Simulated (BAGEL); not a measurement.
# SiH4O3 (SMILES O[SiH](O)O): a chain of runs

Wanted: the energy (HF/cc-pVDZ), then the energy (NEVPT2(2,2)/cc-pVDZ), then a single-point energy (CASPT2(2,2)/cc-pVDZ) of SiH4O3. 

The results are computed with BAGEL 1.2.2.

1 further run of the same task is left out (set aside as unsound or not needed).

### 1 The system as given

SiH4O3 has 8 atoms, charge 0, and is taken as a singlet. As SMILES, `O[SiH](O)O`. One bond was lengthened or shortened from a relaxed shape.

Bond lengths: O1–Si2 1.630 Å, Si2–O3 1.641 Å, Si2–O4 1.633 Å, O1–H5 0.959 Å, Si2–H6 1.697 Å, O3–H7 0.958 Å, O4–H8 0.958 Å. Angles: O1–Si2–O3 114.4°, O1–Si2–O4 109.0°, O3–Si2–O4 105.0°, O1–Si2–H6 104.5°, O3–Si2–H6 110.6°, O4–Si2–H6 113.5°, Si2–O1–H5 117.6°, Si2–O3–H7 117.9°, Si2–O4–H8 116.6°.

### 2 The energy at HF/cc-pVDZ (density fitting with svp-jkfit) (run 1)

The input, job.json:

```json
{ "bagel" : [

{
  "title" : "molecule",
  "basis" : "cc-pvdz.json",
  "df_basis" : "svp-jkfit",
  "geometry" : [
    { "atom" : "O", "xyz" : [     0.24299610,     3.02314228,    -0.82003342 ] },
    { "atom" : "Si", "xyz" : [    -0.19069604,     0.12014501,     0.11386923 ] },
    { "atom" : "O", "xyz" : [     2.34323772,    -1.66318954,    -0.02351386 ] },
    { "atom" : "O", "xyz" : [    -2.23008848,    -1.24480417,    -1.75790450 ] },
    { "atom" : "H", "xyz" : [     0.46768454,     3.30849093,    -2.59543112 ] },
    { "atom" : "H", "xyz" : [    -1.21471595,     0.39570865,     3.14072482 ] },
    { "atom" : "H", "xyz" : [     3.71442299,    -1.27371698,     1.09199147 ] },
    { "atom" : "H", "xyz" : [    -2.02391936,    -3.02492618,    -2.01944259 ] }
  ]
},

{
  "title" : "hf"
},

{
  "title" : "print",
  "file" : "orbitals.molden",
  "orbitals" : "true"
}

]}
```

The basis set cc-pVDZ is read from a file made from the Basis Set Exchange's data (not shown).

Run with:

```bash
$ BAGEL_NUM_THREADS=1 BAGEL job.json > job.out
```

Standard output:

```text
* using 1 threads per process

  ===============================================================
  ===============================================================

  *** Geometry ***

  { "atom" : "O", "xyz" : [      0.242996,      3.023142,     -0.820033 ] },
  { "atom" : "Si", "xyz" : [     -0.190696,      0.120145,      0.113869 ] },
  { "atom" : "O", "xyz" : [      2.343238,     -1.663190,     -0.023514 ] },
  { "atom" : "O", "xyz" : [     -2.230088,     -1.244804,     -1.757904 ] },
  { "atom" : "H", "xyz" : [      0.467685,      3.308491,     -2.595431 ] },
  { "atom" : "H", "xyz" : [     -1.214716,      0.395709,      3.140725 ] },
  { "atom" : "H", "xyz" : [      3.714423,     -1.273717,      1.091991 ] },
  { "atom" : "H", "xyz" : [     -2.023919,     -3.024926,     -2.019443 ] },

  Number of auxiliary basis functions:      431

  Since a DF basis is specified, we compute 2- and 3-index integrals:
    o Being stored without compression. Storage requirement is 0.022 GB

  Number of basis functions:       80
  Number of electrons      :       42

    * METHOD: MOLECULE                             0.18

  *** RHF ***

  === Nuclear Repulsion ===
   188.2396018879

      * DIIS with orbital gradients will be used.

  === RHF iteration (cc-pvdz.json) ===
      0       -515.58140864          0.02259647           0.05
      1       -515.84196854          0.01491264           0.05
      2       -515.98132667          0.00126556           0.05
      3       -515.98258925          0.00025178           0.05
      4       -515.98263500          0.00006345           0.05
      5       -515.98263826          0.00001504           0.05
      6       -515.98263846          0.00000806           0.05
      7       -515.98263852          0.00000179           0.05
      8       -515.98263852          0.00000053           0.05
      9       -515.98263852          0.00000009           0.05
     10       -515.98263852          0.00000003           0.05
     11       -515.98263852          0.00000001           0.05
     12       -515.98263852          0.00000000           0.05
    * SCF iteration converged.

    * Permanent dipole moment:
           (   -0.627070,     0.380969,     0.202858) a.u.

    * METHOD: HF                                   0.74

    * METHOD: PRINT                                0.02

  ===============================================================
```

It took 1.1 s on 1 thread of Arm Neoverse V1, shared host; peak memory 0.14 GiB.

### 3 A single-point energy at NEVPT2(2,2)/cc-pVDZ (density fitting with svp-jkfit) (run 2)

The input, job.json:

```json
{ "bagel": [

{
  "title": "molecule",
  "basis": "cc-pvdz.json",
  "df_basis": "svp-jkfit",
  "angstrom": false,
  "geometry": [
    { "atom": "O", "xyz": [  0.24299610,  3.02314228, -0.82003342 ] },
    { "atom": "Si", "xyz": [ -0.19069604,  0.12014501,  0.11386923 ] },
    { "atom": "O", "xyz": [  2.34323772, -1.66318954, -0.02351386 ] },
    { "atom": "O", "xyz": [ -2.23008848, -1.24480417, -1.75790450 ] },
    { "atom": "H", "xyz": [  0.46768454,  3.30849093, -2.59543112 ] },
    { "atom": "H", "xyz": [ -1.21471595,  0.39570865,  3.14072482 ] },
    { "atom": "H", "xyz": [  3.71442299, -1.27371698,  1.09199147 ] },
    { "atom": "H", "xyz": [ -2.02391936, -3.02492618, -2.01944259 ] }
  ]
},
{
  "title": "hf"
},
{
  "title": "casscf",
  "nstate": 1,
  "nact": 2,
  "nclosed": 20,
  "active": [21, 25],
  "maxiter": 200,
  "natocc": true
},
{
  "title": "nevpt2",
  "nstate": 1,
  "nact": 2,
  "nclosed": 20,
  "active": [21, 25],
  "maxiter": 200,
  "natocc": true,
  "ncore": 8
},
{
  "title": "print",
  "file": "orbitals.molden",
  "orbitals": true
}

]}
```

The basis set cc-pVDZ is read from a file made from the Basis Set Exchange's data (not shown).

Run with:

```bash
$ BAGEL_NUM_THREADS=1 BAGEL job.json > job.out
```

Standard output:

```text
* using 1 threads per process

  ===============================================================
  ===============================================================

  *** Geometry ***

  { "atom" : "O", "xyz" : [      0.242996,      3.023142,     -0.820033 ] },
  { "atom" : "Si", "xyz" : [     -0.190696,      0.120145,      0.113869 ] },
  { "atom" : "O", "xyz" : [      2.343238,     -1.663190,     -0.023514 ] },
  { "atom" : "O", "xyz" : [     -2.230088,     -1.244804,     -1.757904 ] },
  { "atom" : "H", "xyz" : [      0.467685,      3.308491,     -2.595431 ] },
  { "atom" : "H", "xyz" : [     -1.214716,      0.395709,      3.140725 ] },
  { "atom" : "H", "xyz" : [      3.714423,     -1.273717,      1.091991 ] },
  { "atom" : "H", "xyz" : [     -2.023919,     -3.024926,     -2.019443 ] },

  Number of auxiliary basis functions:      431

  Since a DF basis is specified, we compute 2- and 3-index integrals:
    o Being stored without compression. Storage requirement is 0.022 GB

  Number of basis functions:       80
  Number of electrons      :       42

    * METHOD: MOLECULE                             0.19

  *** RHF ***

  === Nuclear Repulsion ===
   188.2396018879

      * DIIS with orbital gradients will be used.

  === RHF iteration (cc-pvdz.json) ===
      0       -515.58140864          0.02259647           0.05
      1       -515.84196854          0.01491264           0.05
      2       -515.98132667          0.00126556           0.05
      3       -515.98258925          0.00025178           0.05
      4       -515.98263500          0.00006345           0.05
      5       -515.98263826          0.00001504           0.05
      6       -515.98263846          0.00000806           0.05
      7       -515.98263852          0.00000179           0.05
      8       -515.98263852          0.00000053           0.05
      9       -515.98263852          0.00000009           0.05
     10       -515.98263852          0.00000003           0.05
     11       -515.98263852          0.00000001           0.05
     12       -515.98263852          0.00000000           0.05
    * SCF iteration converged.

    * Permanent dipole moment:
           (   -0.627070,     0.380969,     0.202858) a.u.

    * METHOD: HF                                   0.72

  ---------------------------
      CASSCF calculation
  ---------------------------

    ==== Active orbitals : =====
         Orbital 21
         Orbital 25
    ============================

    * nstate   :      1
    * nclosed  :     20
    * nact     :      2
    * nvirt    :     58
  === CASSCF iteration (cc-pvdz.json) ===

    * Using the second-order algorithm

      0  0      -515.98513237     4.44e-04      0.02

      1  0      -515.99860567     8.86e-04      0.22

      2  0      -515.99979715     2.11e-04      0.26

      3  0      -515.99982459     4.88e-05      0.26

      4  0      -515.99982548     1.07e-05      0.26

      5  0      -515.99982552     2.24e-06      0.27

      6  0      -515.99982552     4.64e-07      0.26

      7  0      -515.99982552     9.54e-08      0.26

      8  0      -515.99982552     1.95e-08      0.22

      9  0      -515.99982552     3.99e-09      0.21

    * Second-order optimization converged. *

     guess   0:   closed 1.                   open ..

  === FCI iteration ===

      0  0      -515.98232174     7.02e-02      0.00
      1  0      -515.99982121     8.64e-04      0.00
      2  0 *    -515.99982552     9.59e-16      0.00

     * ci vector, state   0, <S^2> = 0.0000
       2.     0.9923203672
       .2    -0.1236943365

    * METHOD: CASSCF                               2.36

    * freezing 8 orbitals

  === DF-NEVPT2 calculation ===

    * 3-index integral transformation done
    * assembly done

      NEVPT2 correlation energy:   -0.6409155287      0.16

          (+0)     -0.6037791117
          (+0)'    -0.0030772344
          (+1)     -0.0123396456
          (+1)'    -0.0000000000
          (+2)     -0.0001824317
          (-1)     -0.0127655735
          (-1)'     0.0000000000
          (-2)     -0.0087715318

      NEVPT2 total energy:       -516.6407410480

    * METHOD: NEVPT2                               0.26

    * METHOD: PRINT                                0.02

  ===============================================================
```

Run time: 3.9 s. Hardware: 1 thread of Arm Neoverse V1, shared host; peak memory 0.14 GiB.

### 4 A single-point energy at CASPT2(2,2)/cc-pVDZ (density fitting with svp-jkfit) (run 3)

The input, input.json:

```json
{ "bagel" : [

{
  "title" : "molecule",
  "basis" : "cc-pvdz.json",
  "df_basis" : "svp-jkfit",
  "geometry" : [
    { "atom" : "O", "xyz" : [  0.24299610,  3.02314228, -0.82003342 ] },
    { "atom" : "Si", "xyz" : [ -0.19069604,  0.12014501,  0.11386923 ] },
    { "atom" : "O", "xyz" : [  2.34323772, -1.66318954, -0.02351386 ] },
    { "atom" : "O", "xyz" : [ -2.23008848, -1.24480417, -1.75790450 ] },
    { "atom" : "H", "xyz" : [  0.46768454,  3.30849093, -2.59543112 ] },
    { "atom" : "H", "xyz" : [ -1.21471595,  0.39570865,  3.14072482 ] },
    { "atom" : "H", "xyz" : [  3.71442299, -1.27371698,  1.09199147 ] },
    { "atom" : "H", "xyz" : [ -2.02391936, -3.02492618, -2.01944259 ] }
  ]
},
{
  "title" : "hf"
},
{
  "title" : "casscf",
  "nstate" : 1,
  "nact" : 2,
  "nclosed" : 20,
  "active" : [21, 25],
  "maxiter" : 200,
  "natocc" : true
},
{
  "title" : "print",
  "file" : "orbitals.molden",
  "orbitals" : true
},
{
  "title" : "smith",
  "method" : "caspt2",
  "ms" : true,
  "xms" : true,
  "sssr" : true,
  "shift" : 0.2,
  "shift_imag" : true,
  "ncore" : 8
}

]}
```

The basis set cc-pVDZ is read from a file made from the Basis Set Exchange's data (not shown).

Run with:

```bash
$ BAGEL_NUM_THREADS=1 BAGEL input.json > input.out
```

Standard output:

```text
* using 1 threads per process

  ===============================================================
  ===============================================================

  *** Geometry ***

  { "atom" : "O", "xyz" : [      0.242996,      3.023142,     -0.820033 ] },
  { "atom" : "Si", "xyz" : [     -0.190696,      0.120145,      0.113869 ] },
  { "atom" : "O", "xyz" : [      2.343238,     -1.663190,     -0.023514 ] },
  { "atom" : "O", "xyz" : [     -2.230088,     -1.244804,     -1.757904 ] },
  { "atom" : "H", "xyz" : [      0.467685,      3.308491,     -2.595431 ] },
  { "atom" : "H", "xyz" : [     -1.214716,      0.395709,      3.140725 ] },
  { "atom" : "H", "xyz" : [      3.714423,     -1.273717,      1.091991 ] },
  { "atom" : "H", "xyz" : [     -2.023919,     -3.024926,     -2.019443 ] },

  Number of auxiliary basis functions:      431

  Since a DF basis is specified, we compute 2- and 3-index integrals:
    o Being stored without compression. Storage requirement is 0.022 GB

  Number of basis functions:       80
  Number of electrons      :       42

    * METHOD: MOLECULE                             0.18

  *** RHF ***

  === Nuclear Repulsion ===
   188.2396018879

      * DIIS with orbital gradients will be used.

  === RHF iteration (cc-pvdz.json) ===
      0       -515.58140864          0.02259647           0.05
      1       -515.84196854          0.01491264           0.05
      2       -515.98132667          0.00126556           0.05
      3       -515.98258925          0.00025178           0.05
      4       -515.98263500          0.00006345           0.05
      5       -515.98263826          0.00001504           0.04
      6       -515.98263846          0.00000806           0.05
      7       -515.98263852          0.00000179           0.05
      8       -515.98263852          0.00000053           0.05
      9       -515.98263852          0.00000009           0.05
     10       -515.98263852          0.00000003           0.05
     11       -515.98263852          0.00000001           0.05
     12       -515.98263852          0.00000000           0.05
    * SCF iteration converged.

    * Permanent dipole moment:
           (   -0.627070,     0.380969,     0.202858) a.u.

    * METHOD: HF                                   0.74

  ---------------------------
      CASSCF calculation
  ---------------------------

    ==== Active orbitals : =====
         Orbital 21
         Orbital 25
    ============================

    * nstate   :      1
    * nclosed  :     20
    * nact     :      2
    * nvirt    :     58
  === CASSCF iteration (cc-pvdz.json) ===

    * Using the second-order algorithm

      0  0      -515.98513237     4.44e-04      0.02

      1  0      -515.99860567     8.86e-04      0.23

      2  0      -515.99979715     2.11e-04      0.26

      3  0      -515.99982459     4.88e-05      0.26

      4  0      -515.99982548     1.07e-05      0.27

      5  0      -515.99982552     2.24e-06      0.28

      6  0      -515.99982552     4.64e-07      0.27

      7  0      -515.99982552     9.54e-08      0.26

      8  0      -515.99982552     1.95e-08      0.22

      9  0      -515.99982552     3.99e-09      0.21

    * Second-order optimization converged. *

     guess   0:   closed 1.                   open ..

  === FCI iteration ===

      0  0      -515.98232174     7.02e-02      0.00
      1  0      -515.99982121     8.64e-04      0.00
      2  0 *    -515.99982552     9.59e-16      0.00

     * ci vector, state   0, <S^2> = 0.0000
       2.     0.9923203672
       .2    -0.1236943365

    * METHOD: CASSCF                               2.38

    * METHOD: PRINT                                0.02

  === SMITH program ===

    * freezing 8 orbitals

    * Approximate memory requirement for SMITH calulation per MPI process:
      o Storage requirement for T-amplitude, lambda, and residual is 0.02 GB
      o Storage requirement for MO integrals is 0.01 GB
    * Calculating and saving rdm4f

    * Zeroth order energy : state  0       -0.9152587558

    * CASPT2 iteration is performed using orthogonal basis

      -------------------------------------------  CASPT2 iteration  ---------------------------------------------------
       #      aibj      arbs      arbi      airj      risj      airs      arst      rist         Etot      error   time
      ------------------------------------------------------------------------------------------------------------------

       0  -0.60348  -0.01070  -0.01318  -0.01369  -0.00027  -0.00276  -0.00000  -0.00000   -0.6440779  0.0009692   0.09
       1  -0.60370  -0.01074  -0.01320  -0.01387  -0.00029  -0.00280   0.00000  -0.00000   -0.6446082  0.0001236   0.08
       2  -0.60371  -0.01074  -0.01320  -0.01387  -0.00029  -0.00280  -0.00000  -0.00000   -0.6446158  0.0000234   0.08
       3  -0.60371  -0.01074  -0.01320  -0.01387  -0.00029  -0.00280   0.00000  -0.00000   -0.6446160  0.0000046   0.08
       4  -0.60371  -0.01074  -0.01320  -0.01387  -0.00029  -0.00280   0.00000  -0.00000   -0.6446160  0.0000009   0.09

      ------------------------------------------------------------------------------------------------------------------

    * CASPT2 energy : state  0     -516.6465686894
        w/o shift correction       -516.6444415601
        reference weight              0.8535054024

    * METHOD: SMITH                                0.62

  ===============================================================
```

It took 4.2 s on 1 thread of Arm Neoverse V1, shared host; peak memory 0.17 GiB.

### 5 Summary of results

| quantity | value |
| --- | --- |
| run 1, HF/cc-pVDZ: total energy | -515.98264 Eh |
| run 1, HF/cc-pVDZ: dipole moment | 1.93 D |
| run 1, HF/cc-pVDZ: HOMO energy | -12.11 eV |
| run 1, HF/cc-pVDZ: LUMO energy | 4.54 eV |
| run 1, HF/cc-pVDZ: HOMO–LUMO gap | 16.65 eV |
| run 2, NEVPT2(2,2)/cc-pVDZ: total energy | -516.64074 Eh |
| run 3, CASPT2(2,2)/cc-pVDZ: total energy | -516.64657 Eh |
